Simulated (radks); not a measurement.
# Valence configurations of Pt

An exercise on one series of results from a longer session: the logs are not shown, and one member is left open.

Program: radks (a radial shooting solver on a logarithmic mesh, Libxc functionals) version 1. Level of theory: Dirac Kohn-Sham, PBEsol, spin-unpolarised, spherical densities, point nucleus; open shells fill j = l - 1/2 first. These are calculated values, not measurements, unless marked.

## Starting point

* element: platinum (Z = 78)
* charge: 0
* electrons: 78
* configuration: [Xe] 4f14 5d9 6s1
* others tried: 4f13.5 5d9.5 6s1; 4f14 5d8.5 6s1 6p0.5; 4f14 5d9.5 6s0.5; 4f13 5d9.5 6s0.5 6p1; 4f14 5d9 6p1; 4f13 5d10 6s1; 4f13 5d9 6s1 6p1; 4f13 5d8 6s1 6p2; 4f14 5d10

The first run:

The run's settings:

```text
Z 78
configuration [Xe] 4f14 5d9 6s1
relativity Dirac
functional pbe_sol,pbe_sol
spin unpolarised
j_filling energy
nucleus point
c 137.035999084
```

On the command line:

```sh
> python run_ks.py task.json out
```

This one command runs every case of the session in turn.

Steps of the session up to this table: [Xe] 4f14 5d9 6s1.

One of the session's tables, all rows but one given; the rest of the session is left out.

It belongs to the step «[Xe] 4f14 5d9 6s1». Sizes of the orbitals, from the radial functions (bohr):

```
level     <r>  outermost maximum (interpolated)  90 % within  nodes
5s1/2       ?                                 ?            ?      ?
4f5/2  0.5126                             0.383        0.828      0
4f7/2  0.5200                             0.387        0.840      0
5p1/2   1.035                             0.922         1.50      3
5p3/2   1.136                              1.00         1.66      3
5d3/2   1.650                              1.24         2.62      2
6s1/2   2.914                              2.38         4.39      5
5d5/2   1.740                              1.28         2.79      2
```

**Question.** Estimate the row for 5s1/2.

The run gave: <r>: 0.9531; outermost maximum (interpolated): 0.870; 90 % within: 1.36; nodes: 4. In the column «<r>» it lies between 4f7/2 (0.5200) and 5p1/2 (1.035).
